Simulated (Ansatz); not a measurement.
# Cu+ with SiH₃F: structure and interaction energy, part 3 of 3

Ansatz 0.2.0, Gaussian basis.

## 12. wB97M-V/def2-SVP

The inputs:

ab/in.yaml

```yaml
crystal:
  periodic: [false, false, false]
  atoms:
    - {symbol: Cu, position_ang: [0.091147, 0.038190, -2.942206]}
    - {symbol: Si, position_ang: [-0.022271, -0.007735, 0.717652]}
    - {symbol: F, position_ang: [0.030897, -0.009362, -0.971055]}
    - {symbol: H, position_ang: [0.730173, -1.217195, 1.090675]}
    - {symbol: H, position_ang: [-1.462305, -0.063141, 1.020280]}
    - {symbol: H, position_ang: [0.632461, 1.259242, 1.084654]}
basis:
  gaussian: {orbitals: def2-SVP}
total_charge: 1
hamiltonian: {xc: {name: wB97M-V}}
```

a/in.yaml

```yaml
crystal:
  periodic: [false, false, false]
  atoms:
    - {symbol: Cu, position_ang: [0.091147, 0.038190, -2.942206]}
basis:
  gaussian:
    orbitals: def2-SVP
    ghost_atoms:
      - {symbol: Si, position_ang: [-0.022271, -0.007735, 0.717652]}
      - {symbol: F, position_ang: [0.030897, -0.009362, -0.971055]}
      - {symbol: H, position_ang: [0.730173, -1.217195, 1.090675]}
      - {symbol: H, position_ang: [-1.462305, -0.063141, 1.020280]}
      - {symbol: H, position_ang: [0.632461, 1.259242, 1.084654]}
total_charge: 1
hamiltonian: {xc: {name: wB97M-V}}
```

b/in.yaml

```yaml
crystal:
  periodic: [false, false, false]
  atoms:
    - {symbol: Si, position_ang: [-0.022271, -0.007735, 0.717652]}
    - {symbol: F, position_ang: [0.030897, -0.009362, -0.971055]}
    - {symbol: H, position_ang: [0.730173, -1.217195, 1.090675]}
    - {symbol: H, position_ang: [-1.462305, -0.063141, 1.020280]}
    - {symbol: H, position_ang: [0.632461, 1.259242, 1.084654]}
basis:
  gaussian:
    orbitals: def2-SVP
    ghost_atoms:
      - {symbol: Cu, position_ang: [0.091147, 0.038190, -2.942206]}
hamiltonian: {xc: {name: wB97M-V}}
```

Each run has its own folder and the same command.

Launch:

```
ansatz run in.yaml --threads 4 --pin off --events-out ev --progress --plain --max-ram 9574MiB
```

Output in ab, shortened:

```text
Functional definition: wB97M-V
  name "wB97M-V"
  cite "Mardirossian & Head-Gordon, J. Chem. Phys. 144, 214110 (2016) doi:10.1063/1.4952647"
  cite "Becke, J. Chem. Phys. 107, 8554 (1997) doi:10.1063/1.475007"
  cite "Vydrov & Van Voorhis, J. Chem. Phys. 133, 244103 (2010) doi:10.1063/1.3521275"
  # Of w^i u^j: cxij and so on, Table III.
[...]
  gx(w, u) = 1 - cx + cx01*u + cx10*w
[...]
795 factors; integrals over basis functions are off by at most 1.1e-3 eV
204 factors; integrals over basis functions are off by at most 2.0e-4 eV
[...]
mean field -55263.08696218 eV, -2030.8809871944 hartree, gradient 2.8e-5 eV, S^2 0.000000; 0 other end points of the search recorded, 0 dependent functions left out
reference -55263.08701797 eV, -2030.8809892445 hartree; 27, 27 occupied and 51, 51 virtual orbitals, 795 factors
Total energy: -55263.08701797 eV, -2030.8809892445 hartree
```

Log of a, shortened:

```text
[... 5 set-up lines as earlier in the session ...]
  # Of w^i u^j: cxij and so on, Table III.
[...]
  gx(w, u) = 1 - cx + cx01*u + cx10*w
[...]
      + integral(e_c_pw_mod_opposite_spin*gos(b97_w_opposite, b97_u_opposite)) + vv10(b, c)
789 factors; their error is unknown
163 factors; integrals over basis functions are off by at most 1.0e-4 eV
[...]
mean field -44623.47594340 eV, -1639.8824940416 hartree, gradient 5.9e-6 eV, S^2 0.000000; 0 other end points of the search recorded, 0 dependent functions left out
reference -44623.47598297 eV, -1639.8824954957 hartree; 14, 14 occupied and 64, 64 virtual orbitals, 789 factors
Total energy: -44623.47598297 eV, -1639.8824954957 hartree
```

Output in b, shortened:

```text
[... 5 set-up lines as earlier in the session ...]
  # Of w^i u^j: cxij and so on, Table III.
[...]
  gx(w, u) = 1 - cx + cx01*u + cx10*w
[...]
      + integral(e_c_pw_mod_opposite_spin*gos(b97_w_opposite, b97_u_opposite)) + vv10(b, c)
833 factors; their error is unknown
192 factors; integrals over basis functions are off by at most 3.7e-5 eV
[...]
mean field -10638.15695993 eV, -390.9450574758 hartree, gradient 4.4e-5 eV, S^2 0.000000; 0 other end points of the search recorded, 0 dependent functions left out
reference -10638.15700483 eV, -390.9450591257 hartree; 13, 13 occupied and 65, 65 virtual orbitals, 833 factors
Total energy: -10638.15700483 eV, -390.9450591257 hartree
```

Times: 2.7 s (ab), 3.8 s (a), 2.8 s (b) on 4 threads of AMD EPYC 7R43, shared host.

E(ab) − E(a) − E(b) = -33.53 kcal/mol.

## 13. CCSD(T)/def2-SVP

ab/in.yaml: that of step 12 with these lines changed.

```diff
@@ -12,2 +12,2 @@
 total_charge: 1
-hamiltonian: {xc: {name: wB97M-V}}
+correlation: {method: ccsd_t, frozen_orbitals: {Cu: 9, F: 1, H: 0, Si: 5}}
```

a/in.yaml: that of step 12 with these lines changed.

```diff
@@ -14,2 +14,2 @@
 total_charge: 1
-hamiltonian: {xc: {name: wB97M-V}}
+correlation: {method: ccsd_t, frozen_orbitals: {Cu: 9, F: 1, H: 0, Si: 5}}
```

b/in.yaml: that of step 12 with these lines changed.

```diff
@@ -13,2 +13,2 @@
       - {symbol: Cu, position_ang: [0.091147, 0.038190, -2.942206]}
-hamiltonian: {xc: {name: wB97M-V}}
+correlation: {method: ccsd_t}
```

Each run has its own folder and the same command.

Launch:

```
ansatz run in.yaml --threads 4 --pin off --events-out ev --progress --plain --max-ram 9574MiB
```

ab printed, shortened:

```text
[... 4 set-up lines as earlier in the session ...]
[...]
795 factors; integrals over basis functions are off by at most 1.1e-3 eV
[...]
mean field -55198.09554521 eV, -2028.4925966734 hartree, gradient 1.8e-6 eV, S^2 0.000000; 0 other end points of the search recorded, 0 dependent functions left out
15 core orbitals not correlated: weight in the atoms' cores, before any rotation towards them, 1.000 or more for the frozen orbitals, at most 0.000 for the correlated occupied ones
reference -55198.09554521 eV, -2028.4925966734 hartree; 12, 12 occupied and 51, 51 virtual orbitals, 795 factors
second order -15.42562704 eV of doubles, -0.00000000 eV of singles
cycle   1  -14.62876514 eV  change    8.0e-1 eV  update   1.1e-1
[...]
cycle  12  -15.23808570 eV  change    1.2e-5 eV  update   1.5e-5
perturbative correction -0.39135330 eV, -0.0143819685 hartree
Total energy: -55213.72498421 eV, -2029.0669679627 hartree
```

Log of a, shortened:

```text
[... 4 set-up lines as earlier in the session ...]
[...]
682 factors; integrals over basis functions are off by at most 1.7e-3 eV
[...]
mean field -44584.77366463 eV, -1638.4602115303 hartree, gradient 1.1e-6 eV, S^2 0.000000; 0 other end points of the search recorded, 0 dependent functions left out
9 core orbitals not correlated: weight in the atoms' cores, before any rotation towards them, 1.000 or more for the frozen orbitals, at most 0.000 for the correlated occupied ones
reference -44584.77366463 eV, -1638.4602115303 hartree; 5, 5 occupied and 64, 64 virtual orbitals, 682 factors
second order -7.36151678 eV of doubles, -0.00000000 eV of singles
cycle   1  -6.22592472 eV  change     1.1e0 eV  update   8.4e-2
[...]
cycle  11  -6.52130392 eV  change    3.9e-6 eV  update   6.2e-6
perturbative correction -0.26188790 eV, -0.0096242029 hartree
Total energy: -44591.55685645 eV, -1638.7094892317 hartree
```

Output in b, shortened:

```text
[... 4 set-up lines as earlier in the session ...]
[...]
659 factors; integrals over basis functions are off by at most 1.4e-3 eV
[...]
mean field -10612.12165052 eV, -389.9882775022 hartree, gradient 1.3e-6 eV, S^2 0.000000; 0 other end points of the search recorded, 0 dependent functions left out
6 core orbitals not correlated: weight in the atoms' cores, before any rotation towards them, 1.000 or more for the frozen orbitals, at most 0.000 for the correlated occupied ones
reference -10612.12165052 eV, -389.9882775022 hartree; 7, 7 occupied and 65, 65 virtual orbitals, 659 factors
second order -8.02015439 eV of doubles, -0.00000000 eV of singles
cycle   1  -8.37828104 eV  change   -3.6e-1 eV  update   7.2e-2
[...]
cycle   9  -8.67463025 eV  change   -4.6e-6 eV  update   4.9e-6
perturbative correction -0.13399033 eV, -0.0049240539 hartree
Total energy: -10620.93027110 eV, -390.3119883380 hartree
```

Wall times: 1.4 s (ab), 1.5 s (a), 1.2 s (b) on 4 threads of AMD EPYC 7R43, shared host.

Interaction energy, ab − a − b: -28.55 kcal/mol.

## 14. Vibrations of the pair

Input file vib/in.yaml:

```yaml
crystal:
  periodic: [false, false, false]
  atoms:
    - {symbol: Cu, position_ang: [0.091147, 0.038190, -2.942206]}
    - {symbol: Si, position_ang: [-0.022271, -0.007735, 0.717652]}
    - {symbol: F, position_ang: [0.030897, -0.009362, -0.971055]}
    - {symbol: H, position_ang: [0.730173, -1.217195, 1.090675]}
    - {symbol: H, position_ang: [-1.462305, -0.063141, 1.020280]}
    - {symbol: H, position_ang: [0.632461, 1.259242, 1.084654]}
basis:
  gaussian: {orbitals: def2-TZVP}
total_charge: 1
hamiltonian: {xc: pbe0, dispersion: d4}
phonons: {temperatures: {t_min: 298.15, t_max: 900, t_step: 200}}
```

Launch:

```
ansatz run in.yaml --threads 4 --pin off --events-out ev --progress --plain --max-ram 9574MiB
```

Log, shortened:

```text
[... 5 set-up lines as earlier in the session ...]
[...]
1098 factors; their error is unknown
[...]
mean field -55266.88617867 eV, -2031.0206058253 hartree, gradient 3.7e-5 eV, S^2 0.000000; 0 other end points of the search recorded, 0 dependent functions left out
[...]
Atom 3 at     0.730173    -1.217195     1.090675 Å, force    -0.000478     0.000597     0.001238 eV/Å
Atom 4 at    -1.462305    -0.063141     1.020280 Å, force     0.000837    -0.000068     0.001518 eV/Å
Atom 5 at     0.632461     1.259242     1.084654 Å, force    -0.000479    -0.000913     0.001743 eV/Å
Dipole moment:     0.014530     0.013933    -0.478296 e Å
Vibrations: 40.49 40.85 238.02 688.45 688.97 704.42 944.64 944.85 953.88 2287.26 2322.17 2322.81 cm⁻¹, zero-point energy 0.754867 eV
```

Run time: 56 s. Hardware: 4 threads of AMD EPYC 7R43, shared host.

Wavenumbers and character of the modes:

```
mode  wavenumber (cm⁻¹)     character
   1                 40          bend
   2                 41          bend
   3                238  Cu–F stretch
   4                688          bend
   5                689          bend
   6                704  Si–F stretch
   7                945          bend
   8                945          bend
   9                954          bend
  10               2287  Si–H stretch
  11               2322  Si–H stretch
  12               2323  Si–H stretch
```

Vibrational sums (real modes only):

```csv
T (K),entropy (J/mol/K),heat capacity (J/mol/K)
298,56.7,40.1
498,81.9,57.9
698,103.3,69.1
898,121.7,76.9
```

Modes under 50 cm⁻¹ weigh heavily in the entropy, and the harmonic picture is poor for them.

## 15. The ladder

The basis limit takes Hartree-Fock with exponent 7.88 and MP2 correlation with exponent 2.97 from the triple- and quadruple-zeta runs, and adds the coupled-cluster step over MP2 from triple zeta. Where a quadruple-zeta run was CCSD(T), only its Hartree-Fock and MP2 parts are used.

Rows are in def2-TZVPPD; times add the 3 runs of a level on a shared host, so small differences are noise.

| method | rung | interaction (kcal/mol) | from CCSD(T)/CBS (kcal/mol) | time |
| --- | --- | --- | --- | --- |
| PBE-D4 | GGA | -33.65 | -2.65 | 5.2 s |
| revPBE-D4 | GGA | -30.43 | +0.57 | 5.5 s |
| BLYP-D4 | GGA | -34.12 | -3.12 | 6 s |
| r2SCAN-D4 | meta-GGA | -35.26 | -4.26 | 7.4 s |
| B97M-V | meta-GGA | -34.08 | -3.08 | 13 s |
| PBE0-D4 | hybrid | -31.83 | -0.83 | 6.1 s |
| B3LYP-D4 | hybrid | -33.11 | -2.11 | 5.6 s |
| HSE06-D4 | screened hybrid | -31.72 | -0.72 | 5.8 s |
| wB97X-V | range-separated hybrid | -31.30 | -0.30 | 13 s |
| wB97M-V | range-separated hybrid | -31.08 | -0.08 | 15 s |
| B2PLYP | double hybrid | -31.05 | -0.05 | 11 s |
| Hartree-Fock | wavefunction | -25.22 | +5.78 |  |
| MP2 | wavefunction | -28.65 | +2.35 |  |
| CCSD | wavefunction | -28.16 | +2.84 |  |
| CCSD(T) | wavefunction | -28.51 | +2.49 | 71 s |
| CCSD(T)/CBS |  | -31.00 | 0 | 100 s |

Among the levels timed on like hardware and quicker than the yardstick, those that no quicker one beats, quickest first: PBE-D4 (5.2 s, -2.65 kcal/mol); revPBE-D4 (5.5 s, +0.57 kcal/mol); B2PLYP (11 s, -0.05 kcal/mol).

B2PLYP reaches 0.05 kcal/mol from the reference in 11 s, where CCSD(T)/CBS took 100 s; the quickest level in the cost chart, PBE-D4, takes 5.2 s and misses by 2.65 kcal/mol.

## 16. Summary of results

What follows sums up all 3 parts.

| quantity | value |
| --- | --- |
| interaction energy, CCSD(T)/CBS | -31.00 kcal/mol |
| of it Hartree-Fock (basis limit) | -25.62 kcal/mol |
| D4 term of PBE0-D4 | -0.70 kcal/mol |
| shortest contact | Cu1–F3 1.97 Å |
| lowest wavenumber | 40 cm⁻¹ |

What this shows: The pair is bound by 31.00 kcal/mol at fixed fragment shapes. Hartree-Fock gives 83 % of it, so electrostatics, induction and charge transfer lead. The functionals run from B2PLYP, off by -0.05 kcal/mol, to r2SCAN-D4, off by -4.26 kcal/mol, against CCSD(T)/CBS. Mean unsigned error by rung: GGA 2.11, meta-GGA 3.67, hybrid 1.47, screened hybrid 0.72, range-separated hybrid 0.19, double hybrid 0.05 kcal/mol. The double hybrids carry no dispersion term here, unlike the levels marked D4 or V. PBE-D4 gives an interaction energy 2.65 kcal/mol too low, an error of 9 % of the reference. CCSD(T) moves by -2.49 kcal/mol from triple zeta to the limit; gaps between functionals far smaller than that don't rank them. A lower arrangement may exist.
